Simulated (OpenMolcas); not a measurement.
# Re⁴⁺ among point charges: CASSCF and CASPT2 levels and susceptibility

Aim: the splitting of the states of Re⁴⁺ in the field of 6 point charges, its lowest levels with spin-orbit coupling and its magnetic susceptibility.

Program: OpenMolcas 26.06. Level of theory: state-averaged CASSCF and CASPT2, spin-orbit coupling by RASSI with atomic mean-field integrals. These are calculated values, not measurements, unless marked.

## Step 1: Starting point

```
Species                           : Re⁴⁺ (rhenium, Z = 75, 71 electrons)
Basis                             : ANO-RCC-VDZP [7s6p4d2f1g], 68 functions
Scalar Hamiltonian                : DKH2, point nucleus
Inactive shells                   : 1s 2s 2p 3s 3p 3d 4s 4p 4d 4f 5s 5p
Active space                      : 3 electrons in 5 orbitals (5d)
Some configurations of this space : 5d3
Orbitals                          : optimised for each spin and parity, averaged over all roots
```

The outer shells:

5d3
```
5d [↑ ][↑ ][↑ ][  ][  ]
```

The ion sits among 6 point charges of -1.7 e arranged as an octahedron (Oh), 1.99 Å from the ion.

The work runs as a chain of OpenMolcas steps in one folder; each step below is one input file. Labels, J, g values, rates, χT and fits are worked out afterwards by a script from the matrices that RASSI stores. The input lists half of the charges; inversion (Group=XYZ) makes the rest.

## Step 2: GATEWAY and SEWARD: basis and integrals

File a.inp:

```
&GATEWAY
Coord
1

Re 0.0 0.0 0.0
Basis=ANO-RCC-VDZP
Group=XYZ
NoMove
AngMom=0.0 0.0 0.0
AMFI
XField
3 Angstrom 0
1.990000 0.000000 0.000000 -1.700000
0.000000 1.990000 0.000000 -1.700000
0.000000 0.000000 1.990000 -1.700000
&SEWARD
```

## Step 3: Reference wave functions, quartets of even parity, 10 roots

File a.inp:

```
&RASSCF
FileOrb=start.orb
Symmetry=1
Spin=4
nActEl=3 0 0
Inactive=15 19
Ras2=5 0
CIRoot=10 10 1
SDav=10
CIMx=300
Iter=120 100
PrWF=0.3
OrbListing=Nothing
MaxOrb=0
>>> COPY $Project.JobIph JOB001
```

start.orb holds the contracted functions of the basis, ordered by shell, or the orbitals of the step before.

## Step 4: CASSCF: doublets of even parity, 40 roots

File a.inp:

```
&RASSCF
FileOrb=start.orb
Symmetry=1
Spin=2
nActEl=3 0 0
Inactive=15 19
Ras2=5 0
CIRoot=40 40 1
SDav=40
CIMx=300
Iter=120 100
PrWF=0.3
OrbListing=Nothing
MaxOrb=0
>>> COPY $Project.JobIph JOB002
```

## Step 5: RASSI: spin-orbit coupling between the states

File a.inp:

```
&RASSI
NrOfJobIphs=2 10 40
1 2 3 4 5 6 7 8 9 10
1 2 3 4 5 6 7 8 9 10 11 12 13 14 15 16 17 18 19 20 21 22 23 24 25 26 27
28 29 30 31 32 33 34 35 36 37 38 39 40
IphNames
JOB001
JOB002
EJob
SpinOrbit
DIPRint=1.0
SOCoupling=1000.0
Subsets=2
Property=9
'ANGMOM' 1 'ANGMOM' 2 'ANGMOM' 3 'MLTPL  1' 1 'MLTPL  1' 2 'MLTPL  1' 3
'AMFI' 1 'AMFI' 2 'AMFI' 3
SOProperty=3
'ANGMOM' 1 'ANGMOM' 2 'ANGMOM' 3
```

## Step 6: CASPT2: IPEA 0.25, imaginary shift 0.1 (closed shells correlated: 5s 5p)

File a.inp:

```
>>> COPY JOB001 $Project.JobIph
&CASPT2
Multistate=10 1 2 3 4 5 6 7 8 9 10
NoMult
Frozen=14 16
IPEA=0.25
Imaginary=0.1
MaxIter=60
WThr=0.0 0.3 0.05
PrWF=0.5
NoMix
>>> COPY JOB002 $Project.JobIph
&CASPT2
Multistate=40 1 2 3 4 5 6 7 8 9 10 11 12 13 14 15 16 17 18 19 20 21 22
23 24 25 26 27 28 29 30 31 32 33 34 35 36 37 38 39 40
NoMult
Frozen=14 16
IPEA=0.25
Imaginary=0.1
MaxIter=60
WThr=0.0 0.3 0.05
PrWF=0.5
NoMix
```

(Steps that only read results are left out.)

**Question.** What will these runs give? Wanted: spin-free ground state; first state of the same spin within the active space; lowest level; next level.

The runs gave:

| quantity | value |
| --- | --- |
| method | SS-CASPT2, IPEA 0.25, imaginary shift 0.1 (closed shells correlated: 5s 5p) |
| spin-free ground state | 4A2, 1-fold in its orbital part |
| first state of the same spin within the active space | 4T2 at 12000 cm⁻¹ |
| lowest level | 4-fold Γ8 |
| next level | 9278.5 cm⁻¹ |
| χT at 300 K | 0.47 cm³ K/mol |
| effective moment at 300 K | 1.94 μB |

Cost by method:

```
                                              method  time of its own steps  time with the reference
                                           A. CASSCF                    9 s                      9 s
B. SS-CASPT2, IPEA 0.25, imaginary shift 0.1, +5s 5p                  4.3 s                     13 s
```

Times are of one thread on a shared host.

In words: The spin-free ground state (4A2) comes to 100 % from free-ion F terms and keeps the highest spin of the shell. χT at 300 K is 0.47, against 1.88 cm³ K/mol for the spin alone, so spin-orbit coupling lowers it. CASPT2 does not keep the components of a term degenerate, and the means are used. The field of point charges can differ much from that of real complexes. Point charges carry no covalency, so the field is a model and not that of real ligands.
